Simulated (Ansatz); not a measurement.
# CH₄GeO (SMILES [CH2]1[O][GeH2]1): single points off equilibrium

The atoms stand at a structure displaced at random from a GFN2-xTB minimum. How far do the functionals agree with CCSD(T) there?

Computed with Ansatz 0.2.0, Gaussian basis. Level: single points in def2-TZVPP.

Cores are frozen in the correlated methods. Filled d shells of the heavier atoms are correlated.

## 1. The starting structure

7 atoms, charge 0, spin multiplicity 1.

Atoms are counted from 1 here; the program's logs count them from 0.

Bond lengths: C1–O2 1.284 Å, C1–Ge3 1.911 Å, C1–H4 1.065 Å, C1–H5 1.132 Å, O2–Ge3 1.898 Å, Ge3–H6 1.566 Å, Ge3–H7 1.507 Å. Angles: O2–C1–Ge3 69.8°, O2–C1–H4 120.6°, O2–C1–H5 118.1°, Ge3–C1–H4 115.8°, Ge3–C1–H5 112.3°, H4–C1–H5 113.0°, C1–O2–Ge3 70.9°, C1–Ge3–O2 39.4°, C1–Ge3–H6 111.9°, C1–Ge3–H7 114.5°, O2–Ge3–H6 90.9°, O2–Ge3–H7 90.2°, H6–Ge3–H7 104.9°.

Geometry (Å):

```xyz
7
charge 0, multiplicity 1
C    -0.5989   -0.4444   -0.5909
O    -0.6381   -0.5182    0.6903
Ge    0.8091    0.5962    0.1749
H    -1.3408    0.1021   -1.1257
H    -0.2090   -1.3393   -1.1640
H     0.2564    1.7641    1.0591
H     1.7334   -0.1731    1.0830
```

## 2. CCSD(T)/def2-TZVPP

Input file run/in.yaml:

```yaml
crystal:
  periodic: [false, false, false]
  atoms:
    - {symbol: C, position_ang: [-0.598900, -0.444400, -0.590900]}
    - {symbol: O, position_ang: [-0.638100, -0.518200, 0.690300]}
    - {symbol: Ge, position_ang: [0.809100, 0.596200, 0.174900]}
    - {symbol: H, position_ang: [-1.340800, 0.102100, -1.125700]}
    - {symbol: H, position_ang: [-0.209000, -1.339300, -1.164000]}
    - {symbol: H, position_ang: [0.256400, 1.764100, 1.059100]}
    - {symbol: H, position_ang: [1.733400, -0.173100, 1.083000]}
basis:
  gaussian: {orbitals: def2-TZVPP}
correlation: {method: ccsd_t}
output: {forces: true}
```

The command line of these runs was not kept.

## 3. PBE0-D4/def2-TZVPP

run/in.yaml: that of step 2 with these lines changed.

```diff
@@ -12,3 +12,3 @@
   gaussian: {orbitals: def2-TZVPP}
-correlation: {method: ccsd_t}
-output: {forces: true}
+hamiltonian: {xc: pbe0, dispersion: d4}
+output: {forces: true, orbitals: {seedname: orbitals}}
```

## 4. wB97M-V/def2-TZVPP

run/in.yaml: that of step 3 with these lines changed.

```diff
@@ -12,3 +12,3 @@
   gaussian: {orbitals: def2-TZVPP}
-hamiltonian: {xc: pbe0, dispersion: d4}
-output: {forces: true, orbitals: {seedname: orbitals}}
+hamiltonian: {xc: {name: wB97M-V}}
+output: {forces: true}
```

## 5. r2SCAN-D4/def2-TZVPP

run/in.yaml: that of step 4 with these lines changed.

```diff
@@ -12,3 +12,3 @@
   gaussian: {orbitals: def2-TZVPP}
-hamiltonian: {xc: {name: wB97M-V}}
+hamiltonian: {xc: r2scan, dispersion: d4}
 output: {forces: true}
```

## 6. PBE-D4/def2-TZVPP

run/in.yaml: that of step 5 with these lines changed.

```diff
@@ -12,3 +12,3 @@
   gaussian: {orbitals: def2-TZVPP}
-hamiltonian: {xc: r2scan, dispersion: d4}
+hamiltonian: {xc: pbe, dispersion: d4}
 output: {forces: true}
```

## 7. wB97X-V/def2-TZVPP

run/in.yaml: that of step 6 with these lines changed.

```diff
@@ -12,3 +12,3 @@
   gaussian: {orbitals: def2-TZVPP}
-hamiltonian: {xc: pbe, dispersion: d4}
+hamiltonian: {xc: {name: wB97X-V}}
 output: {forces: true}
```

## 8. B97M-V/def2-TZVPP

run/in.yaml: that of step 7 with these lines changed.

```diff
@@ -12,3 +12,3 @@
   gaussian: {orbitals: def2-TZVPP}
-hamiltonian: {xc: {name: wB97X-V}}
+hamiltonian: {xc: {name: B97M-V}}
 output: {forces: true}
```

(Steps that only read results are left out.)

Before running it: what results should come out? Wanted: energy less free atoms, CCSD(T)/def2-TZVPP; RMS force component; RMS force error; HOMO and LUMO, PBE0-D4; T1 diagnostic.

As calculated:

| quantity | value |
| --- | --- |
| energy less free atoms, CCSD(T)/def2-TZVPP | -2161.2 kJ/mol |
| RMS force component | 1.133 to 1.351 eV/Å over the methods |
| RMS force error | PBE0-D4 0.253, wB97M-V 0.180, r2SCAN-D4 0.187, PBE-D4 0.254, wB97X-V 0.173, B97M-V 0.249 eV/Å |
| HOMO and LUMO, PBE0-D4 | -7.29 and -1.78 eV |
| T1 diagnostic | 0.015 |

What this shows: Against CCSD(T) the functionals' energies less atoms differ by -112.9 to -42.0 kJ/mol, PBE-D4 by -112.9 kJ/mol. A larger basis would deepen the CCSD(T) value, while the functionals are nearly converged already, so the order here is not reliable. The forces of wB97X-V come nearest to CCSD(T), those of PBE-D4 are farthest. Frozen-core CCSD(T) forces in triple zeta carry basis errors of their own, and this is one geometry, so small gaps rank nothing. The restricted Hartree–Fock reference is unstable towards an unrestricted one at one or more of these structures.
